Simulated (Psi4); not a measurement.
# C2H4AlFO (SMILES C=C[O][AlH][F]), step by step

Aim: a geometry optimisation (HF/def2-SVP), then vibrational wavenumbers of C2H4AlFO. 

Program for the calculation: Psi4 1.11.

## (1) The molecule

C2H4AlFO has 9 atoms, charge 0, and is taken as a singlet. SMILES: `C=C[O][AlH][F]`. Geometry: relaxed at PBE0-D4/def2-TZVP. This is one conformer, not always the lowest. The run starts from this shape.

Bond lengths: C1–C2 1.325 Å, C2–O3 1.346 Å, O3–Al4 1.684 Å, Al4–F5 1.640 Å, C1–H6 1.083 Å, C1–H7 1.081 Å, C2–H8 1.090 Å, Al4–H9 1.565 Å. Angles: C1–C2–O3 123.2°, C2–O3–Al4 137.8°, O3–Al4–F5 116.4°, C1–C2–H8 121.1°, O3–C2–H8 115.7°, C2–C1–H6 121.4°, C2–C1–H7 119.7°, O3–Al4–H9 123.2°, F5–Al4–H9 120.5°, H6–C1–H7 119.0°.

## (2) A structure relaxation at HF/def2-SVP (density fitting) (run 1)

c2h4alfo.xyz

```xyz
9
C2H4AlFO
C     -1.562000    -0.360100     1.103900
C     -0.728000    -0.312900     0.075500
O      0.490300     0.256500     0.139600
Al     1.800800     0.519300    -0.884800
F      3.087600     1.301600    -0.235000
H     -1.297700     0.065300     2.064100
H     -2.527700    -0.832200     0.988500
H     -0.999000    -0.743100    -0.888800
H      1.824300     0.059200    -2.380300
```

run_ase.py

```python
import numpy as np
from ase.calculators.psi4 import Psi4
from ase.io import read
from ase.optimize import FIRE

mol = read('c2h4alfo.xyz')
calc = Psi4(atoms=mol, method='scf', basis='def2-SVP', memory='1600MB', num_threads=1, charge=0, multiplicity=1, label='psi4-calc', reference='rhf')
mol.calc = calc

opt = FIRE(mol)
done = opt.run(fmax=0.05, steps=60)
print('converged:', done)
for s, p in zip(mol.symbols, mol.positions):
    print(f'{s:2s} {p[0]:12.6f} {p[1]:12.6f} {p[2]:12.6f}')
```

On the command line:

```sh
python run_ase.py
```

psi4-calc.dat:

```text
[...]
  Running in c1 symmetry.
[...]
  Nuclear repulsion =  201.619648245330808
[...]
  Multiplicity = 1
[...]
  Nalpha       = 23
  Nbeta        = 23
[...]
    Number of basis functions: 94
[...]
   @DF-RHF iter   1:  -493.97507818708101   -1.22587e+00   5.81708e-03 DIIS/ADIIS
[...]
   @DF-RHF iter  12:  -494.10810449613490   -7.61702e-12   5.59633e-09 DIIS
[...]
    Orbital Energies [Eh]
    ---------------------
    Doubly Occupied:
       1A    -58.495233     2A    -26.249660     3A    -20.561209
       4A    -11.300159     5A    -11.214860     6A     -4.928270
       7A     -3.248288     8A     -3.246777     9A     -3.245352
      10A     -1.515446    11A     -1.358499    12A     -1.010302
      13A     -0.795030    14A     -0.717352    15A     -0.671599
      16A     -0.639024    17A     -0.627910    18A     -0.622147
      19A     -0.581605    20A     -0.555133    21A     -0.509136
      22A     -0.474460    23A     -0.348366
[...]
  @DF-RHF Final Energy:  -494.10810449613490
   => Energetics <=
    Nuclear Repulsion Energy =            201.6196482453308079
    One-Electron Energy =               -1085.6238722712041636
    Two-Electron Energy =                 389.8961195297384279
    Total Energy =                       -494.1081044961348994
[...]
 Multipole Moments:
 ------------------------------------------------------------------------------------
     Multipole            Electronic (a.u.)      Nuclear  (a.u.)        Total (a.u.)
 ------------------------------------------------------------------------------------
 L = 1.  Multiply by 2.5417464519 to convert [e a0] to [Debye]
 Dipole X            :          8.8073098           -9.1980047           -0.3906949
 Dipole Y            :          3.4077168           -3.7742307           -0.3665139
 Dipole Z            :         -1.7259624            1.1190594           -0.6069030
 Magnitude           :                                                    0.8095099
[...]
  -Total Gradient:
     Atom            X                  Y                   Z
    ------   -----------------  -----------------  -----------------
       1       -0.000338204334    -0.000036186896     0.000375008426
       2        0.000484196610     0.000151568178    -0.000194656798
       3        0.000039750619     0.000107847083     0.000289324040
       4        0.000065908366     0.000063000461    -0.000000081479
       5        0.000163478451    -0.000013112276    -0.000214992224
       6       -0.000186639188    -0.000095589989    -0.000060738751
       7       -0.000069475888    -0.000161961900    -0.000391910285
       8        0.000629570639     0.000289361883     0.000009053229
       9       -0.000788585275    -0.000304926542     0.000188993844
[...]
```

Standard output:

```text
Step     Time          Energy          fmax
FIRE:    0 hh:mm:ss   -13445.357571        0.476700
FIRE:    1 hh:mm:ss   -13445.360784        0.245595
FIRE:    2 hh:mm:ss   -13445.361634        0.351416
FIRE:    3 hh:mm:ss   -13445.362406        0.241865
FIRE:    4 hh:mm:ss   -13445.363148        0.156600
FIRE:    5 hh:mm:ss   -13445.363277        0.174216
FIRE:    6 hh:mm:ss   -13445.363327        0.158003
FIRE:    7 hh:mm:ss   -13445.363413        0.135144
FIRE:    8 hh:mm:ss   -13445.363515        0.128067
FIRE:    9 hh:mm:ss   -13445.363611        0.119623
FIRE:   10 hh:mm:ss   -13445.363692        0.110746
FIRE:   11 hh:mm:ss   -13445.363762        0.102591
FIRE:   12 hh:mm:ss   -13445.363835        0.096045
FIRE:   13 hh:mm:ss   -13445.363934        0.098789
FIRE:   14 hh:mm:ss   -13445.364071        0.086152
FIRE:   15 hh:mm:ss   -13445.364237        0.080354
FIRE:   16 hh:mm:ss   -13445.364412        0.070894
FIRE:   17 hh:mm:ss   -13445.364587        0.066885
FIRE:   18 hh:mm:ss   -13445.364780        0.069220
FIRE:   19 hh:mm:ss   -13445.365004        0.072900
FIRE:   20 hh:mm:ss   -13445.365238        0.069264
FIRE:   21 hh:mm:ss   -13445.365494        0.061703
FIRE:   22 hh:mm:ss   -13445.365781        0.052953
FIRE:   23 hh:mm:ss   -13445.366054        0.069905
FIRE:   24 hh:mm:ss   -13445.366369        0.044550
converged: True
C     -1.561483    -0.359549     1.105452
C     -0.732438    -0.313995     0.078724
O      0.483356     0.243666     0.110780
Al     1.810239     0.524314    -0.885522
F      3.098714     1.307522    -0.231572
H     -1.298562     0.065314     2.065037
H     -2.527375    -0.831142     0.991030
H     -1.014466    -0.746460    -0.878157
H      1.830615     0.063930    -2.373072
```

Wall time 57 s (1 thread of AMD EPYC 7R43 (Zen 3), shared host); peak memory 0.27 GiB.

The path in brief:

| step | energy from the first frame kept (eV) | largest force (eV/Å) |
| --- | --- | --- |
| 0 | 0.0000 | 0.4767 |
| 1 | -0.0032 | 0.2456 |
| 2 | -0.0041 | 0.3514 |
| 3 | -0.0048 | 0.2419 |
| 4 | -0.0056 | 0.1566 |
| 5 | -0.0057 | 0.1742 |
| 6 | -0.0058 | 0.1580 |
| 7 | -0.0058 | 0.1351 |
| 8 | -0.0059 | 0.1281 |
| 9 | -0.0060 | 0.1196 |
| 10 | -0.0061 | 0.1107 |
| 11 | -0.0062 | 0.1026 |
| 12 | -0.0063 | 0.0960 |
| 13 | -0.0064 | 0.0988 |
| 14 | -0.0065 | 0.0861 |
| 15 | -0.0067 | 0.0804 |
| 16 | -0.0068 | 0.0709 |
| 17 | -0.0070 | 0.0669 |
| 18 | -0.0072 | 0.0692 |
| 19 | -0.0074 | 0.0729 |
| 20 | -0.0077 | 0.0693 |
| 21 | -0.0079 | 0.0617 |
| 22 | -0.0082 | 0.0529 |
| 23 | -0.0085 | 0.0699 |
| 24 | -0.0088 | 0.0445 |

After the run. Bond lengths: C1–C2 1.320 Å, C2–O3 1.338 Å, O3–Al4 1.683 Å, Al4–F5 1.644 Å, C1–H6 1.082 Å, C1–H7 1.081 Å, C2–H8 1.087 Å, Al4–H9 1.557 Å. Angles: C1–C2–O3 124.5°, C2–O3–Al4 140.5°, O3–Al4–F5 117.5°, C1–C2–H8 120.5°, O3–C2–H8 115.0°, C2–C1–H6 121.6°, C2–C1–H7 119.6°, O3–Al4–H9 121.8°, F5–Al4–H9 120.7°, H6–C1–H7 118.8°.

## (3) Vibrational wavenumbers at HF/def2-SVP (density fitting) (run 2)

c2h4alfo.xyz

```xyz
9
C2H4AlFO
C     -1.564793    -0.359976     1.109191
C     -0.735748    -0.314422     0.082462
O      0.480046     0.243239     0.114519
Al     1.806929     0.523887    -0.881783
F      3.095404     1.307094    -0.227833
H     -1.301872     0.064887     2.068776
H     -2.530685    -0.831570     0.994769
H     -1.017776    -0.746887    -0.874419
H      1.827305     0.063503    -2.369333
```

run.py

```python
import numpy as np
from ase.calculators.psi4 import Psi4
from ase.io import read
from ase.vibrations import Vibrations

atoms = read('c2h4alfo.xyz')
calc = Psi4(atoms=atoms, method='scf', basis='def2-SVP', memory='1600MB', num_threads=1, charge=0, multiplicity=1, label='psi4-calc')
atoms.calc = calc

vib = Vibrations(atoms, delta=0.02)
vib.run()
vib.summary()
```

On the command line:

```sh
python run.py
```

psi4-calc.dat:

```text
[...]
  Running in c1 symmetry.
[...]
  Nuclear repulsion =  201.699575038709980
[...]
  Multiplicity = 1
[...]
  Nalpha       = 23
  Nbeta        = 23
[...]
    Number of basis functions: 94
[...]
   @DF-RHF iter   1:  -493.97503635122598   -1.22160e+00   5.81649e-03 DIIS/ADIIS
[...]
   @DF-RHF iter  12:  -494.10798647587751   -8.41283e-12   5.58958e-09 DIIS
[...]
    Orbital Energies [Eh]
    ---------------------
    Doubly Occupied:
       1A    -58.493388     2A    -26.249241     3A    -20.560742
       4A    -11.299975     5A    -11.214661     6A     -4.926971
       7A     -3.246895     8A     -3.245389     9A     -3.244104
      10A     -1.515064    11A     -1.358120    12A     -1.010093
      13A     -0.794761    14A     -0.717177    15A     -0.671327
      16A     -0.638794    17A     -0.627540    18A     -0.621851
      19A     -0.581238    20A     -0.555186    21A     -0.510516
      22A     -0.475424    23A     -0.348144
[...]
  @DF-RHF Final Energy:  -494.10798647587751
   => Energetics <=
    Nuclear Repulsion Energy =            201.6995750387099804
    One-Electron Energy =               -1085.8019231041539570
    Two-Electron Energy =                 389.9943615895664379
    Total Energy =                       -494.1079864758775102
[...]
 Multipole Moments:
 ------------------------------------------------------------------------------------
     Multipole            Electronic (a.u.)      Nuclear  (a.u.)        Total (a.u.)
 ------------------------------------------------------------------------------------
 L = 1.  Multiply by 2.5417464519 to convert [e a0] to [Debye]
 Dipole X            :          8.8089506           -9.1980061           -0.3890555
 Dipole Y            :          3.4094957           -3.7742308           -0.3647351
 Dipole Z            :         -1.7573622            1.1373862           -0.6199760
 Magnitude           :                                                    0.8177812
[...]
  -Total Gradient:
     Atom            X                  Y                   Z
    ------   -----------------  -----------------  -----------------
       1       -0.000290881457    -0.000019194455     0.000370225122
       2        0.000319618566     0.000064451093    -0.000223308208
       3        0.000298203314     0.000077122312     0.000110225710
       4        0.000102319055    -0.001457739657    -0.005669979140
       5        0.000110997092    -0.000141936607    -0.000278582839
       6       -0.000189703582    -0.000096228281    -0.000057502234
       7       -0.000065169667    -0.000159007208    -0.000397130164
       8        0.000641196958     0.000302351531     0.000020965879
       9       -0.000926580279     0.001430181271     0.006125085876
[...]
```

On the terminal:

```text
---------------------
  #    meV     cm^-1
---------------------
  0    3.1i     24.8i
  1    1.8i     14.2i
  2    1.4i     10.9i
  3    0.0i      0.1i
  4    0.0       0.2
  5    0.0       0.3
  6    5.9      48.0
  7   10.5      84.5
  8   13.0     105.1
  9   34.1     275.0
 10   57.2     461.3
 11   67.7     546.1
 12   89.8     724.0
 13   93.1     751.0
 14   99.0     798.8
 15  116.2     937.6
 16  123.1     992.5
 17  136.4    1100.4
 18  140.8    1135.4
 19  166.5    1343.2
 20  180.8    1458.0
 21  191.5    1544.3
 22  231.8    1869.6
 23  262.6    2118.0
 24  408.8    3297.1
 25  412.2    3324.9
 26  424.6    3424.7
---------------------
Zero-point energy: 1.633 eV
```

Wall time 2.4 min (1 thread of AMD EPYC 7R43 (Zen 3), shared host); peak memory 0.32 GiB.

## (4) Outcome

```
                                   quantity          value
run 1, HF/def2-SVP: total energy at the end  -494.10810 Eh
          run 1, HF/def2-SVP: dipole moment         2.06 D
            run 1, HF/def2-SVP: HOMO energy       -9.48 eV
            run 1, HF/def2-SVP: LUMO energy        2.17 eV
          run 1, HF/def2-SVP: HOMO–LUMO gap       11.65 eV
```

**Reading.** The optimisation (run 1, HF/def2-SVP) took 24 steps and changed the energy by -0.009 eV.
